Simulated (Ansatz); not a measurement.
# C₅H₈AlFO₃: up Jacob's ladder to CCSD(T)

One table from this session's results is given with a row withheld; the runs are named, their logs left out.

Method: functionals in def2-TZVPP, the program's frozen cores in correlated methods; program: Ansatz 0.2.0, Gaussian basis.

The runs, in order: LDA (SPW92), PBE-D4, revPBE-D4, BLYP-D4, r2SCAN-D4, B97M-V, PBE0-D4, B3LYP-D4, r2SCANh-D4, r2SCAN0-D4, HSE06-D4, BHLYP-D4, CAM-B3LYP-D4, LC-ωPBE, ωB97X-V, ωB97M-V, B2PLYP, PBE-QIDH; CCSD(T)/def2-SVP; CCSD(T)/def2-TZVPP; MP2/def2-QZVPP; extrapolation to the limit; RPA on PBE.

### The geometry

An earlier PBE0-D4 in a triple-zeta def2 set relaxation fixed the geometry.

SMILES `CC1=CC(C)=[O+][Al-]([OH])([F])[O]1`, 18 atoms, charge 0, spin multiplicity 1.

Atoms are counted from 1 here; the program's logs count them from 0.

Bond lengths: C1–C2 1.490 Å, C1–H11 1.093 Å, C1–H12 1.088 Å, C1–H13 1.093 Å, C2–C3 1.395 Å, C2–O10 1.275 Å, C3–C4 1.395 Å, C3–H14 1.080 Å, C4–C5 1.490 Å, C4–O6 1.275 Å, C5–H15 1.093 Å, C5–H16 1.088 Å, C5–H17 1.093 Å, O6–Al7 1.812 Å, Al7–O8 1.694 Å, Al7–F9 1.653 Å, Al7–O10 1.812 Å, O8–H18 0.953 Å. Angles: C2–C1–H11 108.8°, C2–C1–H12 112.5°, C2–C1–H13 109.1°, H11–C1–H12 109.6°, H11–C1–H13 106.9°, H12–C1–H13 109.8°, C1–C2–C3 120.7°, C1–C2–O10 115.6°, C3–C2–O10 123.8°, C2–C3–C4 123.0°, C2–C3–H14 118.5°, C4–C3–H14 118.5°, C3–C4–C5 120.7°, C3–C4–O6 123.7°, C5–C4–O6 115.6°, C4–C5–H15 109.1°, C4–C5–H16 112.5°, C4–C5–H17 108.8° and more.

Coordinates:

```xyz
18
charge 0, multiplicity 1
C     2.02253   -1.26263   -1.31767
C     1.05871   -0.50730   -0.46892
C    -0.23761   -0.25367   -0.91706
C    -1.18615    0.42713   -0.15377
C    -2.56486    0.64728   -0.67392
O    -0.95639    0.89323    1.01070
Al    0.64020    0.91633    1.86699
O     0.58348    0.25459    3.42500
F     1.26042    2.44524    1.75841
O     1.50253   -0.13055    0.66570
H     2.88862   -0.62681   -1.51839
H     1.58279   -1.58828   -2.25819
H     2.38701   -2.12866   -0.76011
H    -0.52468   -0.61391   -1.89386
H    -3.28478    0.23400    0.03645
H    -2.71632    0.20036   -1.65440
H    -2.75355    1.72254   -0.72789
H     0.26036   -0.61748    3.63283
```

Set-up of the first run:

in.yaml

```yaml
crystal:
  periodic: [false, false, false]
  atoms:
    - {symbol: C, position_ang: [2.022531, -1.262632, -1.317665]}
    - {symbol: C, position_ang: [1.058705, -0.507295, -0.468919]}
    - {symbol: C, position_ang: [-0.237610, -0.253673, -0.917058]}
    - {symbol: C, position_ang: [-1.186149, 0.427129, -0.153773]}
    - {symbol: C, position_ang: [-2.564864, 0.647278, -0.673921]}
    - {symbol: O, position_ang: [-0.956391, 0.893229, 1.010703]}
    - {symbol: Al, position_ang: [0.640197, 0.916333, 1.866990]}
    - {symbol: O, position_ang: [0.583483, 0.254588, 3.425000]}
    - {symbol: F, position_ang: [1.260425, 2.445244, 1.758409]}
    - {symbol: O, position_ang: [1.502529, -0.130547, 0.665700]}
    - {symbol: H, position_ang: [2.888624, -0.626809, -1.518388]}
    - {symbol: H, position_ang: [1.582786, -1.588285, -2.258187]}
    - {symbol: H, position_ang: [2.387012, -2.128659, -0.760112]}
    - {symbol: H, position_ang: [-0.524678, -0.613915, -1.893861]}
    - {symbol: H, position_ang: [-3.284778, 0.233998, 0.036452]}
    - {symbol: H, position_ang: [-2.716325, 0.200355, -1.654399]}
    - {symbol: H, position_ang: [-2.753555, 1.722545, -0.727895]}
    - {symbol: H, position_ang: [0.260356, -0.617483, 3.632826]}
basis:
  gaussian: {orbitals: def2-TZVPP}
hamiltonian: {xc: lda}
output: {orbitals: {seedname: orbitals}}
```

Launch:

```sh
$ ansatz run in.yaml --threads 4 --pin off --events-out ev --progress --plain --max-ram 66560MiB --backend cuda --devices 0, --max-vram 37GiB
```

Among the steps run: LDA; PBE-D4 (GGA); revPBE-D4 (GGA); BLYP-D4 (GGA); r2SCAN-D4 (meta-GGA); B97M-V (meta-GGA); PBE0-D4 (hybrid); B3LYP-D4 (hybrid); r2SCANh-D4 (hybrid); r2SCAN0-D4 (hybrid); HSE06-D4 (hybrid); BHLYP-D4 (hybrid); CAM-B3LYP-D4 (range-separated); LC-ωPBE (range-separated); ωB97X-V (range-separated); ωB97M-V (range-separated); B2PLYP (double hybrid); PBE-QIDH (double hybrid).

One table of the session follows, with a row left open; its other results are not shown here.

It belongs to the step «Frontier levels by functional». 

| functional | HOMO (eV) | LUMO (eV) | gap (eV) |
| --- | --- | --- | --- |
| LDA (SPW92) | -6.78 | -3.30 | 3.48 |
| PBE-D4 | -6.56 | -3.05 | 3.51 |
| revPBE-D4 | -6.48 | -2.96 | 3.52 |
| BLYP-D4 | -6.43 | -2.92 | 3.50 |
| r2SCAN-D4 | -6.80 | -2.91 | 3.89 |
| B97M-V | ? | ? | ? |
| PBE0-D4 | -7.72 | -2.20 | 5.52 |
| B3LYP-D4 | -7.52 | -2.41 | 5.11 |
| r2SCANh-D4 | -7.24 | -2.59 | 4.64 |
| r2SCAN0-D4 | -7.89 | -2.11 | 5.78 |
| HSE06-D4 | -7.32 | -2.57 | 4.75 |
| BHLYP-D4 | -8.74 | -1.16 | 7.58 |
| CAM-B3LYP-D4 | -9.00 | -1.11 | 7.89 |
| LC-ωPBE | -10.25 | -0.04 | 10.21 |
| ωB97X-V | -9.93 | -0.05 | 9.88 |
| ωB97M-V | -9.84 | -0.10 | 9.74 |

Estimate the missing values for B97M-V.

The run gave: HOMO (eV): -6.81; LUMO (eV): -2.82; gap (eV): 3.99. In the column «HOMO (eV)» it lies between r2SCANh-D4 (-7.24) and r2SCAN-D4 (-6.80).
